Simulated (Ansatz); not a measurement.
## C₃H₅IO, SMILES CC(I)=CO: vertical spin-state energies, step by step

With the Ansatz DFT code, driven from Python.

Interactive session:
```pycon
>>> import ansatz as az
>>> geometry_ang = [
...     ("C", [-0.507, -1.3088, 0.4916]),
...     ("C", [-0.2039, 0.0007, -0.2429]),
...     ("I", [-1.3341, 0.4414, -1.9634]),
...     ("C", [0.851, 0.8267, 0.1856]),
...     ("O", [1.1696, 1.9798, -0.4208]),
...     ("H", [-1.5977, -1.2234, 0.8144]),
...     ("H", [0.0981, -1.4145, 1.3693]),
...     ("H", [-0.38, -2.1155, -0.1795]),
...     ("H", [1.3776, 0.6415, 1.116]),
...     ("H", [0.6096, 2.1207, -1.1674]),
... ]
>>> mol = az.Crystal.molecule()
>>> for symbol, xyz in geometry_ang:
...     mol = mol.atom(symbol, xyz)
...
>>> setup = (
...     mol.calculation()
...     .basis(gaussian="def2-TZVP")
...     .functional("R2SCAN0")
... )
>>> found = {}
>>> for unpaired in [0, 2]:
...     summary = setup.spin("collinear", total=unpaired).run(threads=1).report
...     s = unpaired / 2
...     found[unpaired] = summary["free_energy_ev"]
...     print(f"2S+1 = {unpaired + 1}: E = {found[unpaired]:.5f} eV, <S^2> = {abs(summary['mean_field']['state']['spin_squared']):.3f} (pure state {s * (s + 1):.2f})")
...
2S+1 = 1: E = -13340.65041 eV, <S^2> = 0.000 (pure state 0.00)
2S+1 = 3: E = -13337.48291 eV, <S^2> = 2.019 (pure state 2.00)
>>> lowest = min(found, key=found.get)
>>> for unpaired, e in found.items():
...     print(f"multiplicity {unpaired + 1}: {23.060548 * (e - found[lowest]):.1f} kcal/mol above the lowest")
...
multiplicity 1: 0.0 kcal/mol above the lowest
multiplicity 3: 73.0 kcal/mol above the lowest
```

In order: multiplicity 1 (+0.00 eV) and multiplicity 3 (+3.17 eV), all at the one geometry.

Reading the output:
- Total energies depend on the basis set; only differences at equal settings carry meaning.
- The geometry is a force-field or estimated start, not a minimum of this method, and the basis set is short of its limit. All parts are taken at fixed geometry, without zero-point energy.
- def2 sets replace the cores of elements past krypton by effective core potentials.
- Spin-orbit coupling, which mixes and shifts the spin states of heavy atoms, is left out.
- Timing: 63 s on 1 thread of Intel(R) Xeon(R) Processor @ 2.30GHz, with other jobs on the host, peak memory 1.1 GiB.
